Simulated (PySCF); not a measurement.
# A diatomic session: SnSb

One table from this session's results is given with a row withheld; the runs are named, their logs left out.

Method: Sn def2-SVP with ECP28, Sb def2-SVP with ECP28, scalar-relativistic core potentials; program: PySCF 2.14.0.

The first run:

A driver script around PySCF takes these settings:

```
atoms                         : Sn, Sb
charge                        : 0
basis                         : Sn def2-SVP with ECP28, Sb def2-SVP with ECP28
Hamiltonian                   : scalar-relativistic core potentials
basis functions               : 52
electrons treated             : 45
masses in u                   : 119.9022, 120.9038
levels                        : PBE0, PBE, r²SCAN, PBEsol, B97-3, BP86, ωB97X, HF, MP2, SCS-MP2, CCSD, CCSD(T)
grid                          : 80 radial by 434 angular points
occupations                   : held fixed by the projection of orbital angular momentum
dissociation limit            : Sn + Sb, each in its ground configuration
starting distance in angstrom : 2.715
values of 2S to try           : 1, 3, 5
```

Command:

```sh
OMP_NUM_THREADS=1 python dia.py task.json out
```

Steps of the session up to this table: Input; The PBE0 curve of the state that the search chose; Excited determinants; PBE; r²SCAN (meta-GGA); PBEsol; B97-3; BP86 (GGA); ωB97X (range-separated hybrid); UHF (mean field); Adding correlation.

One table of the session follows, with a row left open; its other results are not shown here.

Energy (eV) from each level's lowest point:

| R (Å) | UHF | UHF-MP2 | UHF-SCS-MP2 | UHF-CCSD | UHF-CCSD(T) |
| --- | --- | --- | --- | --- | --- |
| 2.275 | 1.179 | 1.395 | 1.405 | n/a | n/a |
| 2.381 | 0.434 | 0.781 | 0.786 | 0.649 | 0.717 |
| 2.486 | 0.125 | 0.245 | 0.258 | 0.225 | 0.262 |
| 2.566 | 0.010 | 0.058 | 0.064 | 0.061 | 0.083 |
| 2.645 | 0.000 | 0.000 | 0.000 | 0.000 | 0.004 |
| 2.724 | 0.068 | 0.025 | 0.019 | 0.015 | 0.000 |
| 2.830 | ? | ? | ? | ? | ? |
| 2.962 | 0.557 | 0.392 | 0.364 | 0.324 | 0.248 |
| 3.121 | 0.999 | 0.783 | 0.740 | 0.614 | 0.500 |
| 3.333 | 1.565 | 1.560 | 1.490 | n/a | n/a |

**Question.** Estimate the row for R (Å) = 2.830.

Worked estimate for «UHF». A straight line through the neighbours (2.724, 0.068) and (2.962, 0.557) gives 0.068 + (0.557 − 0.068) × (2.830 − 2.724) / (2.962 − 2.724) = 0.286; a parabola fitted to 4 rows on both sides gives 0.258.

**Answer.** UHF: 0.245; UHF-MP2: 0.148; UHF-SCS-MP2: 0.132; UHF-CCSD: 0.117; UHF-CCSD(T): 0.075. In «UHF» the line misses by +0.041 and the parabola by +0.013.

Limits of these values: Lowest PBE0 solution found, without spin–orbit coupling: ²Π (doublet), unpaired electrons π ↑. With spin–orbit coupling the term label itself may not hold. Warnings in the runs' records: inverted.
